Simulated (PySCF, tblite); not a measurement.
# C5H13NSi3: geometry, infrared bands and NMR shifts

What infrared bands and NMR shifts should C5H13NSi3 (`N#CC[Si@H]([SiH3])[SiH2]C1CC1`) show?

The runs use tblite 0.8.0 and PySCF 2.14.0, with density-fitted response routines of our own; the level of theory stands in each step. All values are computed, except where a source is named. Atoms are numbered from 0 throughout.

## 1. Starting geometry

22 atoms, charge 0, multiplicity 1; geometry from: force field or distance geometry start.

Bonds of the start (Å): N0–C1 1.17, C1–C2 1.45, C2–Si3 1.87, Si3–Si4 2.29, Si3–Si5 2.30, Si5–C6 1.86, C6–C7 1.50, C7–C8 1.50, C8–C6 1.50, C2–H9 1.09, C2–H10 1.09, Si3–H11 1.48, Si4–H12 1.48, Si4–H13 1.47, Si4–H14 1.50, Si5–H15 1.48, Si5–H16 1.48, C6–H17 1.09, C7–H18 1.09, C7–H19 1.08, C8–H20 1.09, C8–H21 1.09.

## 2. Optimising the geometry with GFN2-xTB

The job: settings as JSON, then the geometry in Å.

```
{"job": {"kind": "relax", "xc": "GFN2-xTB", "basis": "xTB"}, "charge": 0, "multiplicity": 1}
N      2.008800    -1.722800     1.904500
C      2.260700    -1.338200     0.831900
C      2.598700    -0.864100    -0.501500
Si     1.415500     0.423300    -1.165800
Si     1.334800     2.222600     0.248500
Si    -0.713500    -0.429100    -1.310600
C     -1.439900    -0.810300     0.363200
C     -2.932700    -0.880700     0.508500
C     -2.178100     0.258500     1.116200
H      2.611200    -1.715300    -1.187700
H      3.602200    -0.449500    -0.500500
H      1.879500     0.837000    -2.509000
H      2.697100     2.793700     0.389600
H      0.853300     1.829600     1.582800
H      0.434300     3.277400    -0.312800
H     -0.657400    -1.669200    -2.108100
H     -1.570200     0.548700    -2.022000
H     -0.867900    -1.530400     0.951200
H     -3.352100    -1.629100     1.181400
H     -3.574000    -0.669100    -0.339100
H     -2.089900     0.290700     2.200800
H     -2.331200     1.245800     0.677800
```

Command:

```sh
OMP_NUM_THREADS=1 python probes_run.py task.json out
```

This one command runs all jobs of the session in turn.

**Question.** This job is followed by: GFN2-xTB harmonic vibrations, gas phase; GIAO PBE0/pcSseg-1 NMR shielding, non-relativistic, gas phase. Predict these results of the whole session: strongest single infrared mode (GFN2-xTB); zero-point energy (GFN2-xTB); 13C shifts against TMS (PBE0/pcSseg-1); 1H shifts against TMS (PBE0/pcSseg-1, means over atoms taken as alike); 15N shifts against NH3 (PBE0/pcSseg-1); 29Si shifts against TMS (PBE0/pcSseg-1).

The runs gave:

| quantity | value |
| --- | --- |
| strongest single infrared mode (GFN2-xTB) | 780 cm⁻¹, 452 km/mol |
| zero-point energy (GFN2-xTB) | 97.2 kcal/mol |
| 13C shifts against TMS (PBE0/pcSseg-1) | 125.2, 8.2, 5.4, -2.4, -6.2 ppm |
| 1H shifts against TMS (PBE0/pcSseg-1, means over atoms taken as alike) | 4.63, 4.04, 3.75, 3.37, 1.85, 1.76, 0.90, 0.83, 0.50, 0.31, 0.02 ppm |
| 15N shifts against NH3 (PBE0/pcSseg-1) | 296.3 ppm |
| 29Si shifts against TMS (PBE0/pcSseg-1) | -53.7, -79.3, -113.9 ppm |

In words: Over 72 steps the energy fell by 0.282 eV; of the close pairs, C2–Si3 changed most, 1.870 to 1.946 Å. No mode is imaginary among the 60: a minimum at this level. The strongest single mode, at 780 cm⁻¹, has its largest shares on H13, H14 and H12 (the list is cut at 3 atoms). Unscaled tight-binding wavenumbers are off by several per cent, some by more. Its intensities can rank the bands wrongly. At PBE0/pcSseg-1: The largest span, 497 ppm, is at N0, where the paramagnetic term is -371 ppm.
